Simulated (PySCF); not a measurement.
# C2H7F2NSi3: the cost of one run

Programs: PySCF 2.14.0, with routines of our own; each step states its level. All values are computed. Atoms count from 0.

## (1) The starting structure

15 atoms, charge 0, multiplicity 1; geometry from: GFN2-xTB.

## (2) Circular dichroism and optical rotation: TDDFT CAM-B3LYP/def2-SVPD

What the job is given:

```
{"job": {"kind": "ecd", "xc": "CAM-B3LYP", "basis": "def2-SVPD", "nstates": 12}, "charge": 0, "multiplicity": 1}
N     -3.197654    -0.814646     1.388759
C     -2.688615    -0.511758     0.409011
C     -2.022392    -0.107581    -0.784381
Si    -0.688567     1.237071    -0.442865
F     -0.031523     1.401551    -1.922912
Si     0.949314     0.408999     0.961088
F      1.723044     1.729523     1.512211
Si     2.564883    -1.013875     0.078106
H     -1.553650    -0.984035    -1.237768
H     -2.763516     0.272834    -1.489100
H     -1.377834     2.516328    -0.281374
H      0.319698    -0.067348     2.196928
H      3.317041    -0.384385    -1.010901
H      3.534762    -1.469438     1.077229
H      1.910597    -2.205249    -0.475941
```

Method: TDDFT CAM-B3LYP/def2-SVPD circular dichroism and optical rotation, one conformer, gas phase.

Launch:

```
$ OMP_NUM_THREADS=1 python excited_run.py task.json out
```

One launch serves the whole session: the jobs run in the order shown.

**Question.** How long does this job take on 1 thread of Arm Neoverse N1, shared host, and how much memory does it need?

About 4.2 min, with a peak of 1.1 GiB.
